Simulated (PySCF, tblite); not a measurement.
# C6H8BF2N: geometry, infrared bands and NMR shifts

Wanted: the infrared bands and NMR shifts of C6H8BF2N (`C/C(=C/B(F)F)CCC#N`), by calculation.

Programs: tblite 0.8.0 and PySCF 2.14.0, with density-fitted response routines of our own. Each step states its level of theory. These are calculated values for one molecule in the gas phase, unless marked as measured. Atoms are numbered from 0 throughout.

## 1. Starting geometry

18 atoms, charge 0, multiplicity 1; geometry from: force field or distance geometry start.

Bonds of the start (Å): C0–C1 1.51, C1–C2 1.32, C2–B3 1.56, B3–F4 1.47, B3–F5 1.45, C1–C6 1.47, C6–C7 1.50, C7–C8 1.46, C8–N9 1.14, C0–H10 1.12, C0–H11 1.10, C0–H12 1.11, C2–H13 1.11, C6–H14 1.12, C6–H15 1.13, C7–H16 1.13, C7–H17 1.10.

## 2. Optimising the geometry with GFN2-xTB

Job settings and geometry (Å):

```
{"job": {"kind": "relax", "xc": "GFN2-xTB", "basis": "xTB"}, "charge": 0, "multiplicity": 1}
C      0.449200     1.791200     0.131800
C     -0.370100     0.547200    -0.108100
C     -1.643800     0.620600     0.215200
B     -2.655500    -0.555000     0.036600
F     -2.796800    -1.404200     1.228400
F     -2.841000    -1.220100    -1.232900
C      0.218100    -0.694100    -0.635200
C      1.323200    -1.298500     0.185300
C      2.424100    -0.346900     0.292800
N      3.283300     0.393700     0.389400
H     -0.205000     2.695800     0.094200
H      1.175100     1.909100    -0.686000
H      0.934200     1.811500     1.127200
H     -2.080800     1.558300     0.609600
H      0.616500    -0.503300    -1.661000
H     -0.599400    -1.462000    -0.775800
H      1.744000    -2.170600    -0.396400
H      1.016000    -1.666400     1.173200
```

Launch:

```sh
$ OMP_NUM_THREADS=1 python probes_run.py task.json out
```

One launch serves the whole session: the jobs run in the order shown.

**Question.** This job is followed by: GFN2-xTB harmonic vibrations, gas phase; GIAO PBE0/pcSseg-1 NMR shielding, non-relativistic, gas phase. What will the session give for the following? strongest single infrared mode (GFN2-xTB); zero-point energy (GFN2-xTB); 13C shifts against TMS (PBE0/pcSseg-1); 1H shifts against TMS (PBE0/pcSseg-1, means over atoms taken as alike); 11B shifts against BF3·OEt2 (PBE0/pcSseg-1); 19F shifts against CFCl3 (PBE0/pcSseg-1, means over atoms taken as alike); 15N shifts against NH3 (PBE0/pcSseg-1).

**Answer**, as computed:

| quantity | value |
| --- | --- |
| strongest single infrared mode (GFN2-xTB) | 1248 cm⁻¹, 302 km/mol |
| zero-point energy (GFN2-xTB) | 83.5 kcal/mol |
| 13C shifts against TMS (PBE0/pcSseg-1) | 188.2, 124.9, 118.4, 35.8, 34.8, 21.6 ppm |
| 1H shifts against TMS (PBE0/pcSseg-1, means over atoms taken as alike) | 5.77, 2.62, 2.50, 2.44 ppm |
| 11B shifts against BF3·OEt2 (PBE0/pcSseg-1) | 22.8 ppm |
| 19F shifts against CFCl3 (PBE0/pcSseg-1, means over atoms taken as alike) | -82.3 ppm |
| 15N shifts against NH3 (PBE0/pcSseg-1) | 302.6 ppm |

**Reading.** Over 186 steps the energy fell by 1.340 eV; of the close pairs, B3–F4 changed most, 1.470 to 1.323 Å. No mode is imaginary among the 48: a minimum at this level. The strongest single mode, at 1248 cm⁻¹, moves mainly B3. Unscaled tight-binding wavenumbers are off by several per cent, some by more. Its intensities can rank the bands wrongly. The most deshielded hydrogen is H13 (hydrogen on an alkene CH), at 5.77 ppm: a vinylic proton, deshielded by the sp2 carbon and the C=C anisotropy. At PBE0/pcSseg-1: The widest tensor belongs to N9: span 499 ppm, with a paramagnetic part of -375 ppm.
